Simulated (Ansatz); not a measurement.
**TiCO (quintet): the correlation ladder, def2-SVP**

One table from this session's results is given with a row withheld; the runs are named, their logs left out.

Computed with Ansatz 0.2.0, Gaussian basis. Level: def2-SVP, core rule «outside noble gas», up to 11 orbitals frozen.

The runs, in order: UHF; CCSD(T) on ROHF; CCSD(T) on UHF; CISD; CCSDT(Q) on ROHF; CCSDT(Q) on UHF; CASSCF and NEVPT2, 12 electrons in 11 orbitals.

27 further runs of the same task are left out: 15 that didn't finish, 12 set aside as unsound or not needed.

### The geometry

The geometry is a PBE0/def2-TZVP stationary point (not a proven minimum).

3 atoms, charge 0, spin multiplicity 5.

Atoms are counted from 1 here; the program's logs count them from 0.

Bond lengths: Ti1–C2 2.024 Å, C2–O3 1.150 Å. Angles: Ti1–C2–O3 180.0°.

The first run:

The input, in.yaml:

```yaml
crystal:
  periodic: [false, false, false]
  atoms:
    - {symbol: Ti, position_ang: [0.000000, 0.000000, 1.732600]}
    - {symbol: C, position_ang: [0.000000, 0.000000, -0.291200]}
    - {symbol: O, position_ang: [0.000000, 0.000000, -1.441400]}
basis:
  gaussian: {orbitals: def2-SVP}
magnetization: {spin_polarized: true, initial_magnetization: 4}
hamiltonian: {xc: hf}
output: {orbitals: {seedname: orbitals}}
```

The run is started by

```console
ansatz run in.yaml --threads 1 --pin off --events-out ev --progress --plain --max-ram 2393MiB
```

Among the steps run: UHF; CCSD(T) on ROHF; CCSD(T) on UHF; CISD; CCSDT(Q) on ROHF; CCSDT(Q) on UHF; CASSCF and NEVPT2, 12 electrons in 11 orbitals.

One of the session's tables, all rows but one given; the rest of the session is left out.

It belongs to the step «Misses and costs». 

| method | from RCCSDT(Q) (kJ/mol) |
| --- | --- |
| RMP2 | +96.8 |
| UMP2 | +94.3 |
| RCCSD | +53.5 |
| UCCSD | +48.2 |
| RCCSD(T) | ? |
| UCCSD(T) | +4.9 |
| RCCSDT | +5.0 |
| UCCSDT | +0.4 |
| RCCSDT(Q) | 0 |
| UCCSDT(Q) | -5.0 |
| CASSCF frontier | +649.3 |
| NEVPT2 frontier | +173.7 |

Q: Estimate the row for RCCSD(T) from the others.

As computed: from RCCSDT(Q) (kJ/mol): +9.3. In the column «from RCCSDT(Q) (kJ/mol)» it lies between RCCSDT (+5.0) and UCCSD (+48.2).

Not comparable, so not listed: CISD (they don't share determinant, frozen orbitals or solution with the rows shown, or repeat one).

Caveats from the session: Left out of the table: ROHF, UHF (another determinant or state than the rows shown). Warnings: coupled cluster took another determinant than the lowest. Restricted and unrestricted rows rest on different reference determinants; where their highest levels disagree by more than a few hundredths of an eV, they describe different states and don't form one ladder.
